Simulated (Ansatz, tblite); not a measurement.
# Al2O3 with GFN2-xTB from a Python script

These are simulated results from tblite 0.8.0, not measurements. The cell was built from a prototype and was relaxed with r2SCAN in plane waves (Ansatz 0.2.0). Not every such cell is a known phase. All runs are without spin polarisation.

Space group R-3c (No. 167), trigonal; a = 4.759 Å, c = 12.995 Å in the conventional setting, 8.49 Å³ an atom. Al has 6 O at 1.86–1.97 Å; O has 4 Al at 1.86–1.97 Å.

tblite solves periodic systems at the zone centre alone, so the script builds a cluster of 2×2×1 conventional cells (120 atoms), which folds in a coarse mesh of k points.

run.py reads:

```python
import json
from ase import Atoms
from ase.build import make_supercell
from ase.units import Bohr, GPa, Hartree
from tblite.interface import Calculator

atoms = Atoms(['Al', 'Al', 'Al', 'Al', 'O', 'O', 'O', 'O', 'O', 'O'],
              cell=[[2.379361, 1.373725, 4.331594], [-2.379361, 1.373725, 4.331594], [0.0, -2.74745, 4.331594]],
              scaled_positions=[[0.851912, 0.851912, 0.851912], [0.351912, 0.351912, 0.351912], [0.148088, 0.148088, 0.148088], [0.648088, 0.648088, 0.648088], [0.443634, 0.056366, 0.75], [0.056366, 0.75, 0.443634], [0.556366, 0.943634, 0.25], [0.25, 0.556366, 0.943634], [0.943634, 0.25, 0.556366], [0.75, 0.443634, 0.056366]],
              pbc=True)
cluster = make_supercell(atoms, [[2, -2, 0], [0, 2, -2], [1, 1, 1]])
calc = Calculator('GFN2-xTB', cluster.numbers, cluster.positions / Bohr, lattice=cluster.cell[:] / Bohr, periodic=cluster.pbc)
calc.set('temperature', 0.02 / Hartree)
calc.set('max-iter', 150)
res = calc.singlepoint()
levels = res.get('orbital-energies') * Hartree
nv = round(res.get('orbital-occupations').sum() / 2)
cells = len(cluster) // len(atoms)
out = {'energy_per_cell': res.get('energy') * Hartree / cells, 'homo': levels[nv - 1], 'lumo': levels[nv],
       'stress': (-res.get('virial') * Hartree / cluster.get_volume() / GPa).tolist(), 'charges': res.get('charges')[:len(atoms)].tolist(), 'electrons': 2 * nv / cells}
json.dump(out, open('results.json', 'w'))
for key, value in out.items():
    print(key, value)
```

Command: `python run.py`. It took 28 s on 1 thread of Arm Neoverse N1 (shared host), peak memory 0.17 GiB.

The log:

```
------------------------------------------------------------
  cycle        total energy    energy error   density error
------------------------------------------------------------
      1     -336.8620042614  -3.3800909E+02   4.8499580E-01
      2     -352.1227164170  -1.5260712E+01   2.0271904E-01
      3     -353.1136954464  -9.9097903E-01   7.2690850E-02
      4     -353.1608569486  -4.7161502E-02   3.1810329E-02
      5     -353.1044197019   5.6437247E-02   2.4647874E-02
      6     -353.1558766678  -5.1456966E-02   1.4749621E-02
      7     -353.1697741594  -1.3897492E-02   1.0138161E-02
      8     -353.1703920360  -6.1787657E-04   8.9804069E-03
      9     -353.1756791935  -5.2871574E-03   5.9998197E-03
     10     -353.1802541125  -4.5749191E-03   6.0601422E-04
     11     -353.1802935526  -3.9440064E-05   2.2726592E-04
     12     -353.1802937127  -1.6008954E-07   2.1644725E-04
     13     -353.1802972298  -3.5171170E-06   1.3520099E-04
     14     -353.1802994698  -2.2399896E-06   9.6550688E-06
     15     -353.1802994776  -7.8244398E-09   5.7062651E-06
------------------------------------------------------------

 total:                                  27.406 sec
energy_per_cell -800.8771221072803
homo -15.842077738785557
lumo -13.327535050126121
stress [[8.127197039273353, -0.002408501564543906, 1.9332728762101667e-05], [-0.002408501564543823, 8.124342967036695, -8.63167431828492e-06], [1.933272876220517e-05, -8.631674317419766e-06, 12.16068977626127]]
charges [0.40732765858910414, 0.407323470482835, 0.40732903334565185, 0.40732209532692876, -0.2715459189872056, -0.27154452641723514, -0.27154306208882506, -0.2715467443370474, -0.27154720706114666, -0.2715465952241314]
electrons 48.0
```

The cycle table is in hartree for the whole cluster, and the lines after it are in eV (the energy for one cell). The printed stress is in GPa and positive in compression, and the pressure is its mean diagonal.

GFN2-xTB gives a gap of 2.51 eV. On the same cell, plane-wave PBE (Ansatz, 6×6×6 k points and the special points) gives a gap of 6.24 eV and r2SCAN a gap of 7.14 eV; on shared hosts these took about 11 and 30 core-seconds on the 10-atom cell, against 28 for the script. Semilocal gaps usually lie below measured ones. xTB was fitted to molecules, so gaps, charges and pressures of solids can be far off, and the gap also depends on the size of the cluster.

The same script was run on cells scaled at fixed shape and fractional coordinates:

```json
{"volume (Å³/atom)": "7.48", "energy (meV/atom)": "176.7", "pressure (GPa, positive in compression)": "50.74", "gap (eV)": "3.52"}
{"volume (Å³/atom)": "7.99", "energy (meV/atom)": "56.0", "pressure (GPa, positive in compression)": "26.63", "gap (eV)": "2.98"}
{"volume (Å³/atom)": "8.49", "energy (meV/atom)": "0.0", "pressure (GPa, positive in compression)": "9.47", "gap (eV)": "2.51"}
{"volume (Å³/atom)": "9.00", "energy (meV/atom)": "-9.6", "pressure (GPa, positive in compression)": "-2.85", "gap (eV)": "2.12"}
{"volume (Å³/atom)": "9.51", "energy (meV/atom)": "14.6", "pressure (GPa, positive in compression)": "-11.90", "gap (eV)": "1.77"}
```

A Birch-Murnaghan fit puts the minimum at 8.87 Å³/atom, 4.4 % above the given cell, with a bulk modulus of 199 GPa at fixed shape.

xTB was fitted mostly to molecules, and a small cluster samples few k points, so gaps, pressures and kinks along a curve can be far from a solid's.
